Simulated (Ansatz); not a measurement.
Consider an atomisation energy of CH₆GeOSi, SMILES [SiH3][CH]1[O][GeH2]1 (the Ansatz DFT code, driven from Python).

Contents of `ch6geosi.xyz`:
```text
10

Si    0.34130    1.27730    0.66000
C    -0.79820   -0.09030    0.08420
O    -0.51470   -1.24490    0.69700
Ge    0.19450   -1.34690   -1.03470
H    -0.23880    1.87020    1.88290
H     1.66370    0.85580    0.87330
H     0.33330    2.37000   -0.38130
H    -1.84590    0.05090   -0.08800
H    -0.72440   -2.41350   -1.71740
H     1.67230   -1.37980   -0.97310
```

`run_tae.py`
```python
"""Atomisation energy of CH6GeOSi at the given geometry."""

from collections import Counter

import ansatz as az


def energy(molecule, charge=0, unpaired=0):
    calc = molecule.calculation().basis(gaussian="cc-pVDZ").functional("cam_b3lyp")
    if charge:
        calc = calc.charge(charge)
    if unpaired:
        calc = calc.spin("collinear", total=unpaired)
    return calc.run(threads=1, pin="off").report["free_energy_ev"]

molecule = az.Crystal.molecule_from_extxyz("ch6geosi.xyz")

# unpaired electrons of the ground-state atoms
unpaired = {"Si": 2, "C": 2, "O": 2, "Ge": 2, "H": 1}
counts = Counter(site.symbol for site in molecule.cartesian_sites)
atom_energy = {s: energy(az.Crystal.molecule().atom(s, (0, 0, 0)), 0, unpaired[s]) for s in counts}
whole = energy(molecule, 0, 0)
for s, e in atom_energy.items():
    print(f"{s:2s} x{counts[s]}  {e:14.5f} eV")
print(f"CH6GeOSi: {whole:.5f} eV")
split = sum(counts[s] * e for s, e in atom_energy.items()) - whole
print(f"atomisation energy (no zero-point term): {split:.3f} eV, {split / sum(counts.values()):.3f} eV an atom")
```

What does it cost to take this molecule apart into atoms?

31.148 eV from the electronic energies, without the zero-point term.

The run itself:

`python run_tae.py` gives:
```text
Si x1     -7874.24907 eV
C  x1     -1029.38945 eV
O  x1     -2042.07574 eV
Ge x1    -56518.32195 eV
H  x6       -13.54839 eV
CH6GeOSi: -67576.47420 eV
atomisation energy (no zero-point term): 31.148 eV, 3.115 eV an atom
```

Reading the output:
- Total energies depend on the basis set; only differences at equal settings carry meaning.
- The geometry is a force-field or estimated start, not a minimum of this method, and the basis set is short of its limit. All parts are taken at fixed geometry, without zero-point energy.
- For Al to Cl the sets with a tight d function, cc-pV(X+d)Z, are usual.
- Run time: 5 s on 1 thread of Intel(R) Xeon(R) Processor @ 2.30GHz, with other jobs on the host, peak memory 0.37 GiB.
